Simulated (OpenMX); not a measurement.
Crystal: HfIn4SiO6.

```xyz
12
Lattice="2.7160 -4.7033 0.0045 2.7160 4.7033 0.0045 -1.8631 0.0000 7.4041" Properties=species:S:1:pos:R:3 pbc="T T T"
Hf    2.7160    2.7768    0.0045
In    1.7845    1.2098    3.7066
In    2.7160   -0.3586    0.0045
In    1.7845    4.3741    3.7066
In    1.7845   -1.9666    3.7066
Si    2.7160   -3.4942    0.0045
O    -1.1351   -0.1798    6.4177
O     4.7040   -0.1798    0.9954
O     1.6933   -2.1708    6.4226
O     1.8757   -2.1708    0.9906
O     1.5632    1.2736    0.9906
O     2.0058    1.2736    6.4226
```

The cell was built by a generator and needn't be a form met in nature.

Base run:

* Program: OpenMX 3.8.5
* Functional: PBE
* Potentials or basis: OpenMX 2013 PBE set, Hf7.0-s3p2d2f1, In7.0-s3p2d2, Si7.0-s2p2d1, O6.0-s2p2d1, grid cutoff 500 Ry
* k mesh: 7 × 7 × 5
* Occupations: fermi-dirac, width 0.05 eV
* Spin: no spin polarisation

Its results: pressure 0.7 GPa; largest force 0.304 eV/Å.

**Question.** The run is repeated on the same cell with these changes: potentials or basis from OpenMX 2013 PBE set, Hf7.0-s3p2d2f1, In7.0-s3p2d2, Si7.0-s2p2d1, O6.0-s2p2d1, grid cutoff 500 Ry to OpenMX 2013 PBE set, Hf7.0-s3p2d2, In7.0-s3p2d1, Si7.0-s2p1d1, O6.0-s2p2, grid cutoff 500 Ry. What comes out?

**Answer.** Pressure 3.0 GPa; largest force 0.368 eV/Å.

Caveats: the basis of atomic orbitals isn't converged, which shifts pressures, moduli and gaps.
